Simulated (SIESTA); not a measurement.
TiSn3:

```
Sn Ti
1.0
     6.28609    0.00000    0.00000
    -3.14305    5.44391    0.00000
     0.00000    0.00000    5.49263
Sn Ti
6 2
Direct
  0.16755 0.34811 0.25026
  0.17137 0.82453 0.25297
  0.65861 0.81827 0.25338
  0.83386 0.66714 0.74031
  0.81637 0.16383 0.73949
  0.33811 0.16526 0.75030
  0.32771 0.66474 0.74218
  0.66888 0.34096 0.25659
```

The cell comes from a database or a generator and needn't be the stable form of this composition.

The cell isn't the ideal one: atoms moved at random, drawn with an rms of 0.05 Å.

Base run:

| Item | Value |
| --- | --- |
| Program | SIESTA 5.4.2 |
| Functional | PBEsol |
| Potentials or basis | PseudoDojo 0.4 standard (PBEsol files) |
| Basis | DZP (energy shift 0.003 Ry; two zetas on semicore shells) |
| Grid cutoff | 800 Ry |
| Energy shift | 0.003 Ry |
| k mesh | 5 × 5 × 5 |
| Occupations | fermi-dirac, width 0.05 eV |
| Spin | no spin polarisation |

Its results: band gap on the k mesh none (metal or under the smearing width); pressure -2.4 GPa; largest force 0.457 eV/Å.

Task: The run is repeated on the same cell with these changes: functional from PBEsol to PBE; potentials or basis from PseudoDojo 0.4 standard (PBEsol files) to PseudoDojo 0.4 standard (PBE files). What comes out?

Result: Band gap on the k mesh none (metal or under the smearing width); pressure 0.8 GPa; largest force 0.472 eV/Å.

Caveats: the basis of atomic orbitals isn't converged, which shifts pressures, moduli and gaps.
